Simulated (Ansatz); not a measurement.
Runs of Ansatz 0.2.0 on HPbNO4. The typed cell holds 7 atoms: a = 3.857 Å, b = 4.338 Å, c = 5.984 Å, α = 81.87°, β = 83.26°, γ = 87.68°. The cell was built by a generator and needn't be a form met in nature.

| task | level | cell | k mesh | cutoff (eV) | points for each segment of the path | mesh quality | gap on the mesh (eV) | pressure (GPa) | largest force (eV/Å) |
| --- | --- | --- | --- | --- | --- | --- | --- | --- | --- |
| band structure | RPBE | as given | 7 × 6 × 5 | 420 | 10 | not flagged | (b) | (c) | 0.31 |
| band structure | BLYP | as given | 7 × 6 × 5 | 420 | 10 | not flagged | 0.35 | 2.6 | 0.26 |
| single point | r2SCANh | as given | 3 × 3 × 2 | 500 | - | coarse | 0.74 | (a) | 1.09 |
| relaxation of cell and atoms | BLYP | relaxed | 5 × 5 × 4 | 420 | - | not flagged | 0.15 | 0.0 | 0.01 |

Alike in all rows: potentials or basis Ansatz PAW; no spin polarisation; smearing fermi-dirac 0.05 eV.

Estimate the missing entries.

(a) -6.2; (b) 0.36; (c) 2.8.

Caveats: some runs use coarse meshes; spin-orbit coupling is left out, which as a rule narrows the gap of such compounds by several tenths of an eV; the PAW data sets come from PBE, with cores solved anew for the run's functional, which leaves a small shift of forces and pressure; the k mesh misses the band edges, so the gap on the mesh is wider than the one along the path (some runs); odd divisions of the mesh miss points on the zone boundary, where band edges often lie, so the gap on the mesh can be too wide (some runs); forces of over 1 eV/Å show positions far from the minimum, so gaps and moduli don't describe the material at rest (some runs); the thresholds are loose for stress (some runs); the plane-wave basis is chosen anew once the cell has moved, so the energies of steps on either side of that aren't comparable (some runs).

A k mesh can miss the band edges, and the runs leave out spin-orbit coupling on Pb.

Runs at the PBE level aren't shown here.
